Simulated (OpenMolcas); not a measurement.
**W⁴⁺ among point charges: CASSCF and CASPT2 levels and susceptibility**

Aim: the splitting of the states of W⁴⁺ in the field of 3 point charges, its lowest levels with spin-orbit coupling and its magnetic susceptibility.

Program: OpenMolcas 26.06. Level of theory: state-averaged CASSCF and CASPT2, spin-orbit coupling by RASSI with atomic mean-field integrals. These are calculated values, not measurements, unless marked.

## (1) Starting point

| Item | Value |
| --- | --- |
| Species | W⁴⁺ (tungsten, Z = 74, 70 electrons) |
| Basis | ANO-RCC-VDZP [7s6p4d2f1g], 68 functions |
| Scalar Hamiltonian | DKH2, point nucleus |
| Inactive shells | 1s 2s 2p 3s 3p 3d 4s 4p 4d 4f 5s 5p |
| Active space | 2 electrons in 5 orbitals (5d) |
| Some configurations of this space | 5d2 |
| Orbitals | optimised for each spin and parity, averaged over all roots |

The outer shells:

5d2
```
5d [↑ ][↑ ][  ][  ][  ]
```

The ion sits among 3 point charges of -2.5 e arranged as a planar triangle (D3h), 2.03 Å from the ion.

Each step is its own input file, run in one work folder so that later steps find the files of earlier ones. Only the result sections of each output are shown. Labels, J, g values, rates, χT and fits are worked out afterwards by a script from the matrices that RASSI stores.

## (2) Basis and integrals

The input, a.inp:

```
&GATEWAY
Coord
1

W 0.0 0.0 0.0
Basis=ANO-RCC-VDZP
Group=NoSym
NoMove
AngMom=0.0 0.0 0.0
AMFI
XField
3 Angstrom 0
2.030000 0.000000 0.000000 -2.500000
-1.015000 1.758032 0.000000 -2.500000
-1.015000 -1.758032 0.000000 -2.500000
&SEWARD
```

## (3) Reference wave functions, triplets, 10 roots

The input, a.inp:

```
&RASSCF
FileOrb=start.orb
Symmetry=1
Spin=3
nActEl=2 0 0
Inactive=34
Ras2=5
CIRoot=10 10 1
SDav=10
CIMx=300
Iter=120 100
PrWF=0.3
OrbListing=Nothing
MaxOrb=0
>>> COPY $Project.JobIph JOB001
```

start.orb holds the contracted functions of the basis, ordered by shell, or the orbitals of the step before.

## (4) Reference wave functions, singlets, 15 roots

The input, a.inp:

```
&RASSCF
FileOrb=start.orb
Symmetry=1
Spin=1
nActEl=2 0 0
Inactive=34
Ras2=5
CIRoot=15 15 1
SDav=15
CIMx=300
Iter=120 100
PrWF=0.3
OrbListing=Nothing
MaxOrb=0
>>> COPY $Project.JobIph JOB002
```

## (5) State interaction with spin-orbit coupling

The input, a.inp:

```
&RASSI
NrOfJobIphs=2 10 15
1 2 3 4 5 6 7 8 9 10
1 2 3 4 5 6 7 8 9 10 11 12 13 14 15
IphNames
JOB001
JOB002
EJob
SpinOrbit
DIPRint=1.0
SOCoupling=1000.0
Subsets=2
Property=9
'ANGMOM' 1 'ANGMOM' 2 'ANGMOM' 3 'MLTPL  1' 1 'MLTPL  1' 2 'MLTPL  1' 3
'AMFI' 1 'AMFI' 2 'AMFI' 3
SOProperty=3
'ANGMOM' 1 'ANGMOM' 2 'ANGMOM' 3
```

## (6) CASPT2: IPEA 0.25, imaginary shift 0.1 (closed shells correlated: 4f 5s 5p)

The input, a.inp:

```
>>> COPY JOB001 $Project.JobIph
&CASPT2
Multistate=10 1 2 3 4 5 6 7 8 9 10
NoMult
Frozen=23
IPEA=0.25
Imaginary=0.1
MaxIter=60
WThr=0.0 0.3 0.05
PrWF=0.5
NoMix
>>> COPY JOB002 $Project.JobIph
&CASPT2
Multistate=15 1 2 3 4 5 6 7 8 9 10 11 12 13 14 15
NoMult
Frozen=23
IPEA=0.25
Imaginary=0.1
MaxIter=60
WThr=0.0 0.3 0.05
PrWF=0.5
NoMix
```

(Steps that only read results are left out.)

What does the calculation give? Wanted: spin-free ground state; first state of the same spin within the active space; lowest level; next level.

The runs gave:

```
                                            quantity                                                                           value
                                              method  SS-CASPT2, IPEA 0.25, imaginary shift 0.1 (closed shells correlated: 4f 5s 5p)
                              spin-free ground state                                                  3E, 2-fold in its orbital part
first state of the same spin within the active space                                                                3A2 at 6870 cm⁻¹
                                        lowest level                                                                       1-fold A1
                                          next level                                                                     3754.5 cm⁻¹
                                         χT at 300 K                                                                  0.03 cm³ K/mol
                           effective moment at 300 K                                                                         0.51 μB
```

Cost by method:

```
                                                 method  time of its own steps  time with the reference
                                              A. CASSCF                  8.5 s                    8.5 s
B. SS-CASPT2, IPEA 0.25, imaginary shift 0.1, +4f 5s 5p                   10 s                     19 s
```

Times are of one thread on a shared host.

The spin-free ground state (3E) comes to 58 % from free-ion F terms and keeps the highest spin of the shell. χT at 300 K is 0.03, against 1.00 cm³ K/mol for the spin alone, so orbital moment, zero-field splitting or mixing of spin states lowers it. CASPT2 does not keep the components of a term degenerate, and the means are used. Point charges leave out covalency, so the field and the spin state can differ from those of real complexes. This is an electrostatic model: the charges have no orbitals.
